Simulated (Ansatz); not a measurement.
# (10−10) slab of wurtzite AlN, 19.8 Å thick as cut, bare faces, part 3 of 3

Ansatz 0.2.0, PAW.

### 4 Single point with r²SCAN

File in.yaml:

```yaml
crystal:
  lattice:
    - [0.000000, 0.000000, 4.983529]
    - [3.113816, 0.000000, 0.000000]
    - [0.000000, 32.775387, 0.000000]
  atoms:
    - { symbol: Al, position: [0.521339, 0.499836, 0.206344] }
    - { symbol: Al, position: [0.497677, 0.999865, 0.281908] }
    - { symbol: Al, position: [0.495782, 0.499962, 0.363163] }
    - { symbol: Al, position: [0.495494, 0.000105, 0.445254] }
    - { symbol: Al, position: [0.495424, 0.500341, 0.527509] }
    - { symbol: Al, position: [0.495055, 0.000596, 0.609842] }
    - { symbol: Al, position: [0.492976, 0.500742, 0.692450] }
    - { symbol: Al, position: [0.489139, 0.000765, 0.776732] }
    - { symbol: Al, position: [0.989149, 0.999847, 0.223381] }
    - { symbol: Al, position: [0.992850, 0.499925, 0.307671] }
    - { symbol: Al, position: [0.994908, 0.000006, 0.390278] }
    - { symbol: Al, position: [0.995385, 0.500184, 0.472614] }
    - { symbol: Al, position: [0.995580, 0.000431, 0.554868] }
    - { symbol: Al, position: [0.995932, 0.500707, 0.636961] }
    - { symbol: Al, position: [0.997782, 0.000770, 0.718221] }
    - { symbol: Al, position: [0.021279, 0.500795, 0.793780] }
    - { symbol: N, position: [0.371179, 0.999853, 0.225690] }
    - { symbol: N, position: [0.376258, 0.499880, 0.308189] }
    - { symbol: N, position: [0.377173, 0.999977, 0.390391] }
    - { symbol: N, position: [0.377397, 0.500105, 0.472648] }
    - { symbol: N, position: [0.377478, 0.000341, 0.554912] }
    - { symbol: N, position: [0.377364, 0.500613, 0.637166] }
    - { symbol: N, position: [0.377288, 0.000710, 0.719358] }
    - { symbol: N, position: [0.373438, 0.500747, 0.800445] }
    - { symbol: N, position: [0.873501, 0.499873, 0.199657] }
    - { symbol: N, position: [0.877193, 0.999910, 0.280759] }
    - { symbol: N, position: [0.877220, 0.499998, 0.362958] }
    - { symbol: N, position: [0.877409, 0.000158, 0.445221] }
    - { symbol: N, position: [0.877441, 0.500411, 0.527496] }
    - { symbol: N, position: [0.877292, 0.000709, 0.609751] }
    - { symbol: N, position: [0.876352, 0.500747, 0.691942] }
    - { symbol: N, position: [0.871163, 0.000802, 0.774428] }
kpoints:
  mp_grid: { grid: [3, 4, 1] }
hamiltonian:
  xc: r2scan
scf:
  occupations: { method: fermi_dirac, width: 0.01 }
output:
  forces: true
  eigenvalues: true
  populations: true
  eigenstates: { kpoints: [[0, 0, 0]], e_range: [-4.0, 4.0], localisation: true }
  write_density: true
  write_potential: true
  elf: true
  volumetric_format: npy
```

On the command line:

```console
$ ansatz run in.yaml --threads 2 --pin off --max-ram 30400MiB --runs-dir r --events-out ev --progress --plain --backend cuda --devices 0, --max-vram 18GiB
```

Log:

```text
Pseudopotentials: kind: paw
Functional definition: r2SCAN
  parameter k0 = 0.174
  parameter k1 = 0.065
  parameter a1 = 4.9479
  exchange = r2scan_x(k0 = k0, k1 = k1, a1 = a1)
  correlation = r2scan_c
Crystal: 32 atoms, lattice volume = 508.602 Å³
Basis set: ecut = 500 eV, 12935 PW (Γ), exchange–correlation on 160×96×960 points (64 copies of the dense FFT grid, shifted against one another)
Bands: 96, of which v1, the nominal top of the filled ones, is band 64 counted from 1 (63 counted from 0)
Symmetry: 1 space group operations
Space group: P1 (ITA 1), of the structure as read, at distance tolerance 8.0e-5 Å
k-points: 7 of 12 (time reversal used)
Non-local potential: Al, projectors of the file, l = 0: 2, l = 1: 2, l = 2: 1
Non-local potential: N, projectors of the file, l = 0: 2, l = 1: 2, l = 2: 1
PAW form: soft (Blöchl's): semilocal exchange-correlation on the pseudo side does not see the compensation charge
PAW frozen core: Al, regenerated for the run's functional (the file was generated under x = pbe(κ = 0.804, μ = 0.2195149727645171), c = pbe(β = 0.06672455060314922))
PAW frozen core: N, regenerated for the run's functional (the file was generated under x = pbe(κ = 0.804, μ = 0.2195149727645171), c = pbe(β = 0.06672455060314922))
PAW one-centre angular grid: Al, 302 points (default); XC on 160 Gauss nodes
PAW one-centre angular grid: N, 302 points (default); XC on 160 Gauss nodes
Initial density: superposition of atomic densities (neutral atoms: chi_scale 0, normalization atom), corrected by the library's trained network
Initial wavefunctions: pseudopotential atomic-orbital guess
Functional: x = r2scan, c = r2scan; τ floored in thin density (d = 2e-4 eV/Å³)
SCF iter   1: F=—  HF=-14849.912277 eV  |F-HF|=—  |Δ(HF+E_count)|=         —  Δρ=5.67e-3  dr2=1.86e-1  dr2_τ=2.48e0  ethr=1.77e-3  ⟨swp⟩=10.3  Hψ=4121  notcnv=0  defer=103
preconditioner: auto → Resta (q_TF=auto, 2.168 Å⁻¹)  ε∞=2.9  [insulator: Δε(μ)=3.361 eV  Ē_g=13.573 eV  σ=0.010 eV  W_gap=1.00  n_scr=78 (ndim 8)  ℏωp=18.6 eV  f_vac=0.311  D(μ)=0.00/eV (n_scr^D=0)  ε∞_Penn≈2.9  vacuum switching on, ρ_ref=1.3e-2 e/Å³]
SCF iter   2: F=—  HF=-14851.024277 eV  |F-HF|=—  |Δ(HF+E_count)|=    1.11e0  Δρ=4.08e-3  dr2=6.10e-2  dr2_τ=2.40e-3  ethr=1.45e-4  ⟨swp⟩=3.0  Hψ=1305  notcnv=0  defer=184
SCF iter   3: F=—  HF=-14851.019168 eV  |F-HF|=—  |Δ(HF+E_count)|=   5.11e-3  Δρ=1.38e-3  dr2=9.75e-3  dr2_τ=1.82e-3  ethr=4.77e-5  ⟨swp⟩=3.0  Hψ=941  notcnv=0  defer=184
SCF iter   4: F=—  HF=-14851.017337 eV  |F-HF|=—  |Δ(HF+E_count)|=   1.83e-3  Δρ=5.12e-4  dr2=1.43e-3  dr2_τ=3.22e-4  ethr=7.62e-6  ⟨swp⟩=3.3  Hψ=1126  notcnv=0  defer=184
SCF iter   5: F=—  HF=-14851.017118 eV  |F-HF|=—  |Δ(HF+E_count)|=   2.20e-4  Δρ=1.24e-4  dr2=6.90e-5  dr2_τ=3.92e-6  ethr=1.12e-6  ⟨swp⟩=2.1  Hψ=915  notcnv=0  defer=184
SCF iter   6: F=—  HF=-14851.017309 eV  |F-HF|=—  |Δ(HF+E_count)|=   1.92e-4  Δρ=4.59e-5  dr2=1.09e-5  dr2_τ=1.26e-6  ethr=5.39e-8  ⟨swp⟩=2.0  Hψ=1036  notcnv=0  defer=184
SCF iter   7: F=—  HF=-14851.017309 eV  |F-HF|=—  |Δ(HF+E_count)|=   2.06e-7  Δρ=1.03e-5  dr2=5.04e-7  dr2_τ=7.53e-8  ethr=8.50e-9  ⟨swp⟩=2.0  Hψ=933  notcnv=0  defer=184
SCF iter   8: F=-14851.017309 eV  HF=-14851.017309 eV  |F-HF|=2.71e-8  |Δ(HF+E_count)|=   2.03e-7  Δρ=2.54e-6  dr2=3.83e-8  dr2_τ=3.45e-9  ethr=7.81e-11  ⟨swp⟩=33.4  Hψ=8282  notcnv=0
SCF 1 converged in 8 iterations: F = -14851.017309 eV  dr2 = 3.83e-8
NSCF: frozen V_eff on 1 k-points
SCF converged after 8 iterations
Free energy (F): -14851.017309 eV
Harris-Foulkes:  -14851.017309 eV  (|F-HF|=2.71e-8)
Internal energy: -14851.017309 eV  (E = F + TS)
E sigma→0 (E₀):  -14851.017309 eV
Fermi energy:    4.415674 eV
--- Per-component energies (eV) ---
  E_band       = -382.304964
  E_kinetic    = 2562.137663
  E_local      = -66022.458206  (includes V_loc(G=0)·N_el)
  E_nonlocal   = 869.407071
  E_hartree    = 32192.160752
  E_xc         = -1578.269804
  E_vxc        = -1902.859268  (∫ρ·V_xc dr)
  E_paw        = -9639.079921  (= ΣΔE_a)
  E_vpaw       = -375.897182  (= ΣTr[D̂ρ^β])
  E_aug_tail   = 0.000296  (compensation charges beyond the density's cutoff)
  E_vtau       = 103.018846  (kinetic-family band-sum trace: ∫τ·v_τ [+ j·A + Jᵃ·Aᵃ] dr)
  E_ewald      = 26766.519602
  E_core_change = -1.434762  (= ΣΔE_core)
  E_smearing   = -0.000000  (= −TS)
  E_closure    = 0.000000  (closes the sum)
  Σ components = -14851.017309   (vs F -14851.017309, Δ=0.00e0)
--- Forces (eV/Å), atoms counted from 1 ---
  atom   1  Al     0.00121754    -0.02293961     0.07461998
  atom   2  Al     0.00099618     0.03048165    -0.01783778
  atom   3  Al     0.00048800     0.02915871    -0.00051504
  atom   4  Al    -0.00008537     0.01672279     0.00431739
  atom   5  Al    -0.00058517     0.01109111     0.00997182
  atom   6  Al     0.00008566     0.00479274     0.01595816
  atom   7  Al    -0.00209145    -0.00091731     0.02973635
  atom   8  Al    -0.00110952     0.10935960     0.01729546
  atom   9  Al     0.00192935    -0.11130465     0.01717695
  atom  10  Al    -0.00058844     0.00204370     0.03032262
  atom  11  Al     0.00035672     0.00482250     0.01746028
  atom  12  Al    -0.00032254     0.00221687     0.00964292
  atom  13  Al    -0.00002942    -0.00139903     0.00369188
  atom  14  Al    -0.00069801    -0.02083398    -0.00108880
  atom  15  Al    -0.00117672    -0.03452328    -0.01897649
  atom  16  Al     0.00002294     0.02045122     0.07424089
  atom  17  N     -0.00082241     0.02166884     0.09694715
  atom  18  N      0.00010187    -0.03704500     0.00753596
  atom  19  N      0.00008502    -0.02093141    -0.00849589
  atom  20  N      0.00148546    -0.01532429    -0.00698146
  atom  21  N      0.00142170    -0.00750755    -0.01055125
  atom  22  N      0.00027622    -0.00355541    -0.01472505
  atom  23  N      0.00180897    -0.03045894    -0.04094545
  atom  24  N      0.00141490    -0.20192171    -0.15609117
  atom  25  N     -0.00166751     0.20660217    -0.15863287
  atom  26  N      0.00015269     0.03090859    -0.03974656
  atom  27  N      0.00003106    -0.00057347    -0.01373077
  atom  28  N      0.00027324    -0.00242138    -0.01129217
  atom  29  N     -0.00039388    -0.00132317    -0.00786729
  atom  30  N     -0.00231505     0.00633889    -0.00725310
  atom  31  N      0.00076157     0.03362659     0.01040425
  atom  32  N     -0.00097480    -0.01724233     0.09700445
  max |Σ_I F_I| component: 1.60e-3 eV/Å
--- Band table (eV; the first three rows and the last of 7) ---
  k-point 0: bands = ["-13.5518", "-13.4469", "-13.2563", "-12.9917", "-12.6693", "-12.3099", "-11.9545", "-11.7116", "-11.4470", "-11.3564", "-11.2232", "-11.0790", "-10.9661", "-10.9377", "-10.4073", "-10.3982", "-3.6282", "-3.4831", "-3.2292", "-3.0392", "-2.8719", "-2.7158", "-2.4343", "-2.1590", "-1.9394", "-1.7227", "-1.4728", "-1.3635", "-1.3278", "-1.0827", "-0.7663", "-0.5781", "-0.1036", "0.1753", "0.1965", "0.2864", "0.3421", "0.5257", "0.5873", "0.7532", "0.8442", "1.0049", "1.0842", "1.2106", "1.2476", "1.2872", "1.4212", "1.5946", "1.6729", "1.7342", "1.8363", "1.8424", "1.8566", "1.9531", "2.0301", "2.0592", "2.1266", "2.1583", "2.2679", "2.3466", "2.4269", "2.4357", "2.6263", "2.6358", "6.0623", "6.0835", "7.5372", "8.1854", "8.5641", "8.7717", "8.8775", "8.9272", "9.0561", "9.1105", "9.1828", "9.4467", "9.4767", "9.7904", "10.0422", "10.0979", "10.3186", "10.5330", "10.7776", "10.8715", "10.9048", "11.2414", "11.2801", "11.4728", "11.7595", "11.9707", "12.2394", "12.7628", "12.9047", "13.2011", "13.3113", "13.4159"]
  k-point 1: bands = ["-12.9903", "-12.9049", "-12.7425", "-12.5157", "-12.2397", "-11.9299", "-11.6118", "-11.3735", "-11.1679", "-11.1057", "-11.0178", "-10.9398", "-10.9247", "-10.8896", "-10.2818", "-10.2730", "-2.9288", "-2.7971", "-2.5655", "-2.5428", "-2.3296", "-2.2398", "-2.0966", "-1.9232", "-1.8314", "-1.7161", "-1.6409", "-1.5052", "-1.4179", "-1.3737", "-1.3658", "-1.1830", "-1.0687", "-0.8742", "-0.8717", "-0.7933", "-0.5279", "-0.4802", "-0.4111", "-0.3794", "-0.0384", "0.0084", "0.1764", "0.2134", "0.3540", "0.4485", "0.5652", "0.5775", "0.6668", "0.9081", "0.9338", "0.9563", "1.2546", "1.3579", "1.5047", "1.6709", "1.7552", "1.8340", "1.8507", "1.9215", "1.9608", "2.0369", "2.7097", "2.7192", "6.9792", "6.9860", "8.2663", "8.4875", "8.8761", "9.1162", "9.3190", "9.3355", "9.6147", "9.9752", "10.0195", "10.1414", "10.4700", "10.5034", "10.8209", "10.9437", "11.0509", "11.1085", "11.1838", "11.2369", "11.3990", "11.4385", "11.5838", "11.9335", "11.9978", "12.0140", "12.2291", "12.3263", "12.5091", "12.5859", "12.5906", "12.7145"]
  k-point 2: bands = ["-11.9825", "-11.9734", "-11.7698", "-11.7553", "-11.7292", "-11.6914", "-11.6874", "-10.9980", "-10.9797", "-10.9773", "-10.9491", "-10.9250", "-10.9119", "-10.8988", "-10.2012", "-10.1928", "-3.0894", "-3.0597", "-2.9917", "-2.8687", "-2.8223", "-2.5684", "-2.5446", "-1.8768", "-1.8024", "-1.7677", "-1.7500", "-1.7386", "-1.6589", "-1.6250", "-1.3787", "-1.3654", "-1.1826", "-1.1458", "-1.1405", "-1.1260", "-1.0966", "-1.0565", "-1.0542", "-0.5810", "-0.4971", "-0.4958", "-0.2785", "-0.1539", "0.0676", "0.1185", "0.5547", "0.5785", "0.5792", "0.6310", "0.6882", "0.7027", "0.7134", "0.8085", "0.8508", "0.8829", "0.8935", "1.1264", "1.1518", "1.4984", "1.5142", "1.6595", "2.6061", "2.6148", "7.4771", "7.4857", "8.7521", "8.7703", "8.7746", "8.8091", "8.8121", "8.9784", "8.9907", "9.0708", "9.1888", "9.4530", "9.7852", "9.9320", "10.3259", "10.4122", "10.6730", "10.8216", "11.2480", "11.2950", "11.4747", "11.5302", "11.7660", "11.8499", "12.0140", "12.2093", "12.2403", "12.4859", "12.6679", "12.9689", "13.0130", "13.2090"]
  k-point 6: bands = ["-12.6340", "-12.5802", "-12.4458", "-12.2500", "-12.0099", "-11.7442", "-11.7093", "-11.6059", "-11.4792", "-11.4549", "-11.2885", "-11.2782", "-11.1425", "-11.0623", "-10.4028", "-10.3940", "-2.6945", "-2.6082", "-2.5178", "-2.4500", "-2.4240", "-2.4118", "-2.2629", "-2.2579", "-2.1689", "-2.1054", "-1.9530", "-1.8713", "-1.6827", "-1.4729", "-1.2460", "-1.1230", "-0.8761", "-0.8281", "-0.5282", "-0.4851", "-0.2808", "-0.1624", "-0.0569", "-0.0367", "0.1030", "0.1860", "0.2179", "0.5784", "0.6079", "0.6698", "0.8148", "0.8553", "0.9037", "0.9763", "0.9917", "1.2924", "1.4976", "1.5057", "1.5328", "1.5595", "1.5862", "1.6182", "1.6326", "1.6483", "1.7526", "1.7634", "2.7411", "2.7502", "7.0760", "7.0822", "8.9312", "8.9542", "9.1901", "9.2861", "9.3197", "9.3593", "9.6946", "9.7194", "10.0265", "10.0486", "10.2024", "10.2919", "10.3467", "10.5070", "10.5317", "10.6989", "10.9825", "11.1388", "11.6417", "11.7666", "11.9060", "11.9121", "12.0153", "12.0663", "12.0919", "12.1068", "12.2364", "12.2892", "12.4717", "12.5581"]
--- Löwdin populations: 32 sites ---
  site symbol       q [e]
     0     Al      1.7708
     1     Al      1.8616
     2     Al      1.8492
     3     Al      1.8495
     4     Al      1.8496
     5     Al      1.8496
     6     Al      1.8521
     7     Al      1.8460
     8     Al      1.8460
     9     Al      1.8522
    10     Al      1.8496
    11     Al      1.8496
    12     Al      1.8495
    13     Al      1.8492
    14     Al      1.8615
    15     Al      1.7709
    16      N      6.0918
    17      N      6.0774
    18      N      6.0796
    19      N      6.0799
    20      N      6.0800
    21      N      6.0803
    22      N      6.0889
    23      N      6.0948
    24      N      6.0947
    25      N      6.0888
    26      N      6.0803
    27      N      6.0800
    28      N      6.0799
    29      N      6.0796
    30      N      6.0773
    31      N      6.0919
  spilling = 0.009358 (of n_electrons = 128.000000)
```

Wall time 8.9 s (1 × NVIDIA H100 80GB HBM3 with 2 threads of AMD EPYC 7R13, shared host); peak host memory 2 GiB.

Top filled level 2.750 eV, lowest empty level 6.062 eV: 3.31 eV apart at a 3×4×1 mesh.

The largest force by r²SCAN is 0.26 eV/Å, on N25: the geometry is not this level's minimum.

The top filled level lies 5.87 eV and the lowest empty level 2.56 eV below the vacuum level.

### 5 What came out

The summary covers parts 1 to 3.

| level | time | k points | top filled to lowest empty (eV) | top filled below vacuum (eV) |
| --- | --- | --- | --- | --- |
| PBEsol, relaxation | 19 s (GPU) | 4×6×1 | 2.81 | 5.72 |
| HSE06 | 39 s (GPU) | 3×4×1 | 4.01 | 6.39 |
| r²SCAN | 8.9 s (GPU) | 3×4×1 | 3.31 | 5.87 |

| quantity | value |
| --- | --- |
| relaxation | 5 recorded steps, 1.21 eV gained |
| largest shift | 0.29 Å (Al1) |
| mean bonds | Al–N 1.886 Å |

Relaxation gains 1.21 eV, with shifts up to 0.29 Å (Al1). At the same k points, r²SCAN gives a spacing 0.70 eV smaller than the 4.01 eV of HSE06. Rows on different k points differ by sampling as well as by level. The HSE06 single point took about 4.3 times as long as the r²SCAN one on the same kind of device.
